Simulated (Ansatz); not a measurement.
# CH6BNO: one species, many methods

One table from this session's results is given with a row withheld; the runs are named, their logs left out.

Method: functionals in def2-TZVPP, the program's frozen cores in correlated methods; program: Ansatz 0.2.0, Gaussian basis.

The runs, in order: LDA (SPW92), PBE-D4, revPBE-D4, BLYP-D4, r2SCAN-D4, B97M-V, PBE0-D4, B3LYP-D4, r2SCANh-D4, r2SCAN0-D4, HSE06-D4, BHLYP-D4, CAM-B3LYP-D4, LC-ωPBE, ωB97X-V, ωB97M-V, B2PLYP, PBE-QIDH; CCSD(T)/def2-SVP; CCSD(T)/def2-TZVPP; CCSD(T)/def2-QZVPP; extrapolation to the limit; RPA on PBE.

## Structure used throughout

All runs share one geometry, relaxed beforehand with PBE0-D4 in a triple-zeta def2 set.

SMILES `CB(N)O`, 10 atoms, charge 0, spin multiplicity 1.

Atoms are counted from 1 here; the program's logs count them from 0.

Bond lengths: C1–B2 1.579 Å, C1–H5 1.095 Å, C1–H6 1.092 Å, C1–H7 1.095 Å, B2–N3 1.404 Å, B2–O4 1.379 Å, N3–H8 1.005 Å, N3–H9 1.002 Å, O4–H10 0.957 Å. Angles: B2–C1–H5 110.9°, B2–C1–H6 113.4°, B2–C1–H7 110.9°, H5–C1–H6 107.4°, H5–C1–H7 106.5°, H6–C1–H7 107.4°, C1–B2–N3 122.1°, C1–B2–O4 121.6°, N3–B2–O4 116.3°, B2–N3–H8 122.2°, B2–N3–H9 123.1°, H8–N3–H9 114.6°, B2–O4–H10 112.7°.

Coordinates:

```xyz
10

C    -0.9688    0.7005   -0.1375
B     0.3649   -0.1430   -0.0976
N     0.6127   -1.0991    0.8996
O     1.3526    0.0215   -1.0459
H    -1.5065    0.5373   -1.0776
H    -1.6567    0.4637    0.6769
H    -0.7547    1.7732   -0.0833
H     1.4610   -1.6377    0.9268
H    -0.0344   -1.3013    1.6379
H     1.1298    0.6848   -1.6993
```

Set-up of the first run:

in.yaml

```yaml
crystal:
  periodic: [false, false, false]
  atoms:
    - {symbol: C, position_ang: [-0.968838, 0.700537, -0.137491]}
    - {symbol: B, position_ang: [0.364890, -0.143030, -0.097626]}
    - {symbol: N, position_ang: [0.612711, -1.099060, 0.899574]}
    - {symbol: O, position_ang: [1.352589, 0.021524, -1.045865]}
    - {symbol: H, position_ang: [-1.506469, 0.537347, -1.077628]}
    - {symbol: H, position_ang: [-1.656673, 0.463691, 0.676899]}
    - {symbol: H, position_ang: [-0.754654, 1.773244, -0.083261]}
    - {symbol: H, position_ang: [1.460989, -1.637725, 0.926803]}
    - {symbol: H, position_ang: [-0.034352, -1.301332, 1.637871]}
    - {symbol: H, position_ang: [1.129807, 0.684815, -1.699296]}
basis:
  gaussian: {orbitals: def2-TZVPP}
hamiltonian: {xc: lda}
output: {orbitals: {seedname: orbitals}}
```

The run is started by

```sh
$ ansatz run in.yaml --threads 2 --pin off --events-out ev --progress --plain --max-ram 32768MiB --backend cpu
```

Steps of the session up to this table: LDA; PBE-D4 (GGA); revPBE-D4 (GGA); BLYP-D4 (GGA); r2SCAN-D4 (meta-GGA); B97M-V (meta-GGA); B3LYP-D4 (hybrid); r2SCANh-D4 (hybrid); r2SCAN0-D4 (hybrid); HSE06-D4 (hybrid); BHLYP-D4 (hybrid); CAM-B3LYP-D4 (range-separated); LC-ωPBE (range-separated); ωB97X-V (range-separated); ωB97M-V (range-separated); B2PLYP (double hybrid); PBE-QIDH (double hybrid).

One table of the session follows, with a row left open; its other results are not shown here.

It belongs to the step «Frontier levels by functional». 

```
  functional  HOMO (eV)  LUMO (eV)  gap (eV)
 LDA (SPW92)      -6.29      -0.12      6.17
      PBE-D4      -6.12      -0.02      6.10
   revPBE-D4      -6.05       0.04      6.09
     BLYP-D4      -6.00      -0.07      5.94
   r2SCAN-D4      -6.41       0.76      7.17
      B97M-V      -6.48       0.16      6.65
     PBE0-D4      -7.58       0.76      8.34
    B3LYP-D4      -7.33       0.40      7.74
  r2SCANh-D4          ?          ?         ?
  r2SCAN0-D4      -7.79       1.27      9.06
    HSE06-D4      -7.17       0.40      7.57
    BHLYP-D4      -8.95       1.29     10.24
CAM-B3LYP-D4      -9.04       1.45     10.49
     LC-ωPBE     -10.46       2.74     13.19
     ωB97X-V     -10.07       2.53     12.59
     ωB97M-V      -9.98       2.03     12.02
```

**Question.** Estimate the row for r2SCANh-D4.

Worked estimate for «HOMO (eV)». Against the share of exact exchange, r2SCAN-D4 (0, -6.41), r2SCAN0-D4 (0.25, -7.79) give a slope of -5.52 per unit share; at 0.1 the line stands at -6.96.

The run gave: HOMO (eV): -6.96; LUMO (eV): 0.97; gap (eV): 7.94. In «HOMO (eV)» the line misses by 0.00.
